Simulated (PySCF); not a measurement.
# How the numerical set-up moves the result for RbSi⁺

Which parts of the numerical set-up matter for RbSi⁺? Each run edits the base script.

Computed with PySCF 2.14.0. Level: method and basis as typed in the scripts.

4 further runs of the same task are left out: 2 for a known fault of the program, 2 that didn't finish.

## (1) Starting geometry

RbSi⁺: 2 atoms, charge 1, spin multiplicity 1.

Bond lengths: Rb1–Si2 3.111 Å.

## (2) The base run

The input, input.py:

```python
from pyscf import gto, scf, mp

mol = gto.M(
    atom='Rb 0 0 0; Si 0 0 3.111',
    basis='def2-svpd',
    ecp={'Rb': 'def2-svpd'},
    charge=1,
    spin=0,
    symmetry=True,
    verbose=4,
)
mf = scf.RHF(mol)
mf.kernel()
mp.MP2(mf, frozen=5).kernel()
mf.dip_moment()
print('orbital energies (hartree):', mf.mo_energy[..., max(0, mol.nelec[1]-3):mol.nelec[0]+3].round(4))
```

On the command line:

```bash
$ OMP_NUM_THREADS=1 python input.py
```

The log of this run is left out.

In short: E(SCF) = -312.352921 Eh, 9 cycles, E(MP2) − E(SCF) = -0.10839 Eh.

The bond length is a typed value, not an optimised one. The dipole of an ion depends on the origin.

## (3) Sbkjc

Run 1 changes basis set: def2-svpd → sbkjc; frozen orbitals: 5 → none. The core potential changes with it: totals don't compare.

The input, input.py:

```python
from pyscf import gto, scf, mp

mol = gto.M(
    atom='Rb 0 0 0; Si 0 0 3.111',
    basis='sbkjc',
    ecp={'Rb': 'sbkjc', 'Si': 'sbkjc'},
    charge=1,
    spin=0,
    symmetry=True,
    verbose=4,
)
mf = scf.RHF(mol)
mf.kernel()
mp.MP2(mf).kernel()
mf.dip_moment()
print('orbital energies (hartree):', mf.mo_energy[..., max(0, mol.nelec[1]-3):mol.nelec[0]+3].round(4))
```

On the command line:

```bash
$ OMP_NUM_THREADS=1 python input.py
```

## (4) Density fitting auto

Run 2 changes density fitting: none → auto.

Edit input.py of step 2 so:

```diff
@@ -12,2 +12,3 @@
 mf = scf.RHF(mol)
+mf = mf.density_fit()
 mf.kernel()
```

Before running it: what results should come out? Wanted: for each run, E(SCF); from base; gap; after the SCF.

The runs gave:

```csv
run,E(SCF) (hartree),from base (eV),cycles,gap (eV),functions,after the SCF
base,-312.352921,0,9,6.84,51,"MP2 correlation -2.949 eV, core frozen"
sbkjc,-3.603367,not comparable,8,6.76,16,MP2 correlation -0.572 eV
density fitting auto,-312.352922,0.0000,9,6.84,51,"MP2 correlation -2.949 eV, core frozen"
```

In words: The SCF energy stays the same, to the digits that matter, with density fitting auto.
